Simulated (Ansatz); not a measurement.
# AlClH4O2: the cost of one run

All numbers below are computed with Ansatz 0.2.0 (RHF/def2-SVP).

## 1. The structure to begin with

Bond lengths: Al1–O3 1.780 Å, O3–H4 1.010 Å, Al1–O5 1.780 Å, O5–H6 1.010 Å, Al1–Cl7 2.530 Å. Angles: Al1–O3–H4 109.5°, O3–Al1–O5 120.0°, O3–Al1–Cl7 96.8°, O5–Al1–Cl7 101.3°, Al1–O5–H6 109.5°.

Coordinates:

```xyz
8

Al    0.0000    0.0000    0.0000
H     0.0000    0.0000    1.9100
O     1.5415    0.0000   -0.8900
H     1.8414   -0.9519   -1.0449
O    -1.5415    0.0000   -0.8900
H    -2.0512   -0.8467   -0.6815
Cl    0.1134    2.3983    0.7978
H     0.0464    0.9821    1.9502
```

## 2. A restrained relaxation towards end A

Springs on the bonds that form and break draw the guess towards this end; the thresholds are loose.

File input.yaml:

```yaml
crystal:
  periodic: [false, false, false]
  atoms:
    - { symbol: Al, position_ang: [0.0, 0.0, 0.0] }
    - { symbol: H, position_ang: [0.0, 0.0, 1.91] }
    - { symbol: O, position_ang: [1.5415, 0.0, -0.89] }
    - { symbol: H, position_ang: [1.8414, -0.9519, -1.0449] }
    - { symbol: O, position_ang: [-1.5415, 0.0, -0.89] }
    - { symbol: H, position_ang: [-2.0512, -0.8467, -0.6815] }
    - { symbol: Cl, position_ang: [0.1134, 2.3983, 0.7978] }
    - { symbol: H, position_ang: [0.0464, 0.9821, 1.9502] }
basis:
  gaussian: { orbitals: def2-SVP }
hamiltonian:
  xc: hf
relax:
  f_tol: 0.15
  max_steps: 25
  restrain:
    - { distance: [0, 6], at: 3.43, k: 30.0 }
    - { distance: [7, 1], at: 1.86, k: 30.0 }
    - { distance: [0, 1], at: 1.56, k: 30.0 }
    - { distance: [7, 6], at: 1.37, k: 30.0 }
```

Launch:

```
ansatz run input.yaml --threads 1 --pin off --max-ram 2048MiB --backend cpu --events-out ev --progress --plain --runs-dir out
```

What time and memory should one allow on 1 thread of Arm Neoverse V1, shared host?

About 17 s, with a peak of 0.15 GiB.
